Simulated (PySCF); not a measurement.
# CH6B2S: the cost of one run

The runs use PySCF 2.14.0, with density-fitted response routines of our own; the level of theory stands in each step. All values are computed, except where a source is named. Atoms are numbered from 0 throughout.

## (1) The molecule as given

10 atoms, charge 0, multiplicity 1; geometry from: GFN2-xTB. The atoms were then displaced at random by about 0.01 Å, so the start is not that level's minimum.

Bonds of the start (Å): B0–B1 1.63, B1–S2 1.75, S2–C3 1.86, B0–H4 1.15, B0–H5 1.20, B1–H6 1.17, C3–H7 1.08, C3–H8 1.05, C3–H9 1.11.

## (2) Relaxing the molecule at PBE0-D3(BJ)/def2-SVP

The job: settings as JSON, then the geometry in Å.

```
{"job": {"xc": "PBE0", "basis": "def2-SVP", "d3": "d3bj", "grid": 1, "shake": 0.01, "kind": "geom"}, "charge": 0, "multiplicity": 1}
B     -1.531030    -0.408090     0.295640
B     -0.858340     0.068050    -1.112490
S      0.838240     0.463010    -1.292700
C      1.582090     0.230550     0.392190
H     -1.624760    -1.511480     0.620250
H     -2.016700     0.393770     1.044910
H     -1.416960     0.178810    -2.130640
H      1.417610    -0.795860     0.699590
H      2.606890     0.460490     0.363460
H      1.053390     0.899830     1.098740
```

On the command line:

```sh
OMP_NUM_THREADS=1 python probes_run.py task.json out
```

One launch serves the whole session: the jobs run in the order shown.

Q: Estimate the wall time and peak memory of this first job on 1 thread of Arm Neoverse N1, shared host.

About 18 s, with a peak of 0.38 GiB.
